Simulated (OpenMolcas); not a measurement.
# Dy⁴⁺: CASSCF terms and fine-structure levels

Aim: the low terms and levels of Dy⁴⁺, with their order and spacing.

The numbers are computed with OpenMolcas 26.06 (state-averaged CASSCF, spin-orbit coupling by RASSI with atomic mean-field integrals), except any that are marked as measured or tabulated.

## (1) What is computed

```
Species                           : Dy⁴⁺ (dysprosium, Z = 66, 62 electrons)
Basis                             : ANO-RCC-MB [6s5p3d1f], 43 functions
Scalar Hamiltonian                : DKH3, point nucleus
Inactive shells                   : 1s 2s 2p 3s 3p 3d 4s 4p 4d 5s 5p
Active space                      : 8 electrons in 7 orbitals (4f)
Some configurations of this space : 4f⁸
Orbitals                          : optimised for the ground-state spin in each parity, averaged over the low roots
```

Outer shells as boxes (Hund's rule):

4f8
```
4f [↑↓][↑ ][↑ ][↑ ][↑ ][↑ ][↑ ]
```

Each step is its own input file, run in one work folder so that later steps find the files of earlier ones. Labels, J, g values, rates, χT and fits are worked out afterwards by a script from the matrices that RASSI stores.

## (2) GATEWAY and SEWARD: basis and integrals

a.inp reads:

```
&GATEWAY
Coord
1

Dy 0.0 0.0 0.0
Basis=ANO-RCC-MB
Group=XYZ
NoMove
AngMom=0.0 0.0 0.0
AMFI
&SEWARD
Relativistic=R03O02
```

Launch:

```bash
OMP_NUM_THREADS=1 MOLCAS_MEM=2252 MOLCAS_PROJECT=a pymolcas a.inp > a.log
```

## (3) Reference wave functions, septets of even parity, 7 roots

a.inp reads:

```
&RASSCF
FileOrb=start.orb
Symmetry=1
Spin=7
nActEl=8 0 0
Inactive=15 12
Ras2=0 7
CIRoot=7 7 1
SDav=7
CIMx=300
Iter=120 100
PrWF=0.3
OrbListing=Nothing
MaxOrb=0
Atom
>>> COPY $Project.JobIph JOB001
```

start.orb holds the contracted functions of the basis, ordered by shell, or the orbitals of the step before.

## (4) CASSCF: quintets of even parity, 132 roots

a.inp reads:

```
&RASSCF
FileOrb=start.orb
Symmetry=1
Spin=5
nActEl=8 0 0
Inactive=15 12
Ras2=0 7
CIRoot=132 132 1
SDav=140
CIMx=300
Iter=120 100
PrWF=0.3
OrbListing=Nothing
MaxOrb=0
Atom
CIOnly
>>> COPY $Project.JobIph JOB002
```

## (5) State interaction with spin-orbit coupling

a.inp reads:

```
&RASSI
NrOfJobIphs=2 7 5
1 2 3 4 5 6 7
1 2 3 4 5
IphNames
JOB001
JOB002
EJob
SpinOrbit
DIPRint=1.0
SOCoupling=1000.0
Subsets=2
MEES
Property=10
'ANGMOM' 1 'ANGMOM' 2 'ANGMOM' 3 'MLTPL  1' 1 'MLTPL  1' 2 'MLTPL  1' 3
'AMFI' 1 'AMFI' 2 'AMFI' 3 'MLTPL  2' 6
SOProperty=3
'ANGMOM' 1 'ANGMOM' 2 'ANGMOM' 3
```

Before running it: what results should come out? Wanted: lowest level; first excited level; lowest level of another term; spin-orbit lowering of the lowest level; strongest of the lines computed, by gA.

As calculated:

```
                                                                                   quantity                                          value
                                                                                     method                                         CASSCF
                                                                               lowest level         4f⁸ ⁷F₆, 100 % of that term, g = 1.501
                                                                ground level listed by NIST                                            7F6
                                                                        first excited level                           4f⁸ ⁷F₅ at 1891 cm⁻¹
                                                               lowest level of another term                          4f⁸ ⁵D₄ at 22480 cm⁻¹
                                                    spin-orbit lowering of the lowest level                                      2836 cm⁻¹
strongest of the lines computed, by gA (one parity, so forbidden lines), at CASSCF energies  4f⁸ ⁵D₄ → 4f⁸ ⁷F₅, 485.7 nm, A = 1.46e+01 s⁻¹
```

**Reading.** The multiplet ⁷F is inverted; its intervals divided by the larger J differ by 40 % of their mean, where Landé's rule for pure LS coupling makes them equal. Only the configurations of the active space and the roots asked for are present. The quintets rest on orbitals optimised for another spin in at least one step, which raises them against the optimised states. Not all states of the active space went into the spin-orbit step. High states of lower spin are left out of the spin-orbit mixing, and CASSCF puts spin-flip levels too high. The basis is small and contracted for the neutral atom, so it is rough for this charge. Levels of other configurations are missing from the list.
